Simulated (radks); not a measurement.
**Te³⁺ in [Kr] 4d10 5s2 5p1: an all-electron calculation**

The task here is to estimate one member of a computed series from the others.

The numbers are computed with radks (a radial shooting solver on a logarithmic mesh, Libxc functionals) version 1 (scalar-relativistic Kohn-Sham, LDA (Slater exchange, Perdew-Wang correlation), spin-unpolarised, spherical densities, finite nucleus), except any that are marked as measured or tabulated.

### The system

| Item | Value |
| --- | --- |
| element | tellurium (Z = 52) |
| charge | +3 |
| electrons | 49 |
| configuration | [Kr] 4d10 5s2 5p1 |
| nuclear rms radius | 4.7423 fm |

The outer shells:

Te³⁺
```
[Kr] core
4d [↑↓][↑↓][↑↓][↑↓][↑↓]
5s [↑↓]
5p [↑ ][  ][  ]
```

Set-up of the first run:

Settings of this run:

```text
Z 52
configuration [Kr] 4d10 5s2 5p1 6s0 4f0
relativity scalar-relativistic
functional lda,pw
spin unpolarised
nucleus finite rms 4.7423 fm
c 137.035999084
```

Run with:

```
$ python run_ks.py task.json out
```

All runs below come from this command, one after another.

One of the session's tables, all rows but one given; the rest of the session is left out.

It belongs to the step «Radial structure». Sizes of the orbitals, from the radial functions (bohr):

| level | <r> | outermost maximum (interpolated) | 90 % within | nodes |
| --- | --- | --- | --- | --- |
| 1s | 0.02784 | 0.0180 | 0.0500 | 0 |
| 2s | 0.1200 | 0.101 | 0.185 | 1 |
| 2p | 0.1048 | 0.0812 | 0.171 | 0 |
| 3s | 0.3226 | 0.293 | 0.474 | 2 |
| 3p | 0.3206 | 0.286 | 0.481 | 1 |
| 3d | 0.2970 | 0.238 | 0.467 | 0 |
| 4s | 0.7642 | 0.700 | 1.10 | 3 |
| 4p | 0.8203 | 0.737 | 1.20 | 2 |
| 4d | ? | ? | ? | ? |
| 5s | 1.915 | 1.72 | 2.75 | 4 |
| 5p | 2.218 | 1.98 | 3.21 | 3 |
| 6s | 4.036 | 3.86 | 5.68 | 5 |
| 4f | 3.021 | 2.58 | 4.93 | 0 |

Q: Estimate the row for 4d from the others.

**Answer.** <r>: 0.9654; outermost maximum (interpolated): 0.810; 90 % within: 1.48; nodes: 1. In the column «<r>» it lies between 4p (0.8203) and 5s (1.915).

Caveats from the session: Spin polarisation and multiplet splitting are left out.
